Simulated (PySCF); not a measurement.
# C3H6ClFSi: the cost of one run

Programs: PySCF 2.14.0, with density-fitted response routines of our own. Each step states its level of theory. These are calculated values for one molecule in the gas phase, unless marked as measured. Atoms are numbered from 0 throughout.

### 1 The molecule as given

12 atoms, charge 0, multiplicity 1; geometry from: GFN2-xTB. The atoms were then displaced at random by about 0.01 Å, so the start is not that level's minimum.

Bonds of the start (Å): C0–C1 1.31, C1–Si2 1.87, Si2–C3 1.93, Si2–F4 1.62, Si2–Cl5 2.02, C0–H6 1.08, C0–H7 1.09, C1–H8 1.10, C3–H9 1.05, C3–H10 1.09, C3–H11 1.08.

### 2 Optimising the geometry at PBE0-D3(BJ)/def2-SVP

What the job is given:

```
{"job": {"xc": "PBE0", "basis": "def2-SVP", "d3": "d3bj", "grid": 1, "shake": 0.01, "kind": "geom"}, "charge": 0, "multiplicity": 1}
C     -1.928510    -0.743970    -0.428560
C     -1.243400    -0.241970     0.574320
Si     0.322340     0.766880     0.402180
C      1.844720    -0.157030    -0.344130
F      0.750470     1.152080     1.919870
Cl     0.019390     2.526260    -0.536800
H     -2.841960    -1.291000    -0.279970
H     -1.647590    -0.553110    -1.464820
H     -1.583110    -0.426630     1.604990
H      2.697420     0.464150    -0.349810
H      2.037270    -1.051070     0.246260
H      1.612650    -0.472860    -1.352560
```

On the command line:

```console
$ OMP_NUM_THREADS=1 python probes_run.py task.json out
```

This one command runs all jobs of the session in turn.

**Question.** How long does this first job take on 1 thread of Arm Neoverse V1, shared host, and how much memory does it need?

About 39 s, with a peak of 0.51 GiB.
